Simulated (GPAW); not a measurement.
Crystal: NbSi.

```xyz
2
Lattice="0.0000 2.5738 2.5738 2.5738 0.0000 2.5738 2.5738 2.5738 0.0000" Properties=species:S:1:pos:R:3 pbc="T T T"
Nb    0.0000    0.0000    0.0000
Si    2.5738    2.5738    2.5738
```

The cell was built by a generator and needn't be a form met in nature.

Base run:

| Item | Value |
| --- | --- |
| Program | GPAW 26.7.0 |
| Functional | r2SCAN |
| Potentials or basis | GPAW PAW data sets (gpaw-data 1.2.1) |
| Cutoff | 600 eV |
| Basis | pw |
| k mesh | 9 × 9 × 9 |
| Occupations | fermi-dirac, width 0.05 eV |
| Spin | no spin polarisation |
| Hubbard terms | Nb d U = 8 eV |

Its results: pressure 19.0 GPa.

Problem. After a change of settings the same cell gave: pressure 4.7 GPa. Which change was it?
A. hubbard terms from Nb d U = 8 eV to Nb d U = 2 eV
B. hubbard terms from Nb d U = 8 eV to none
C. hubbard terms from Nb d U = 8 eV to Nb d U = 5 eV

Solution. C.

Caveats: the PAW data sets were made with another functional, which shifts forces and pressure a little; U without spin polarisation on a metal has little footing; the U is typed as a test and isn't derived for this compound.
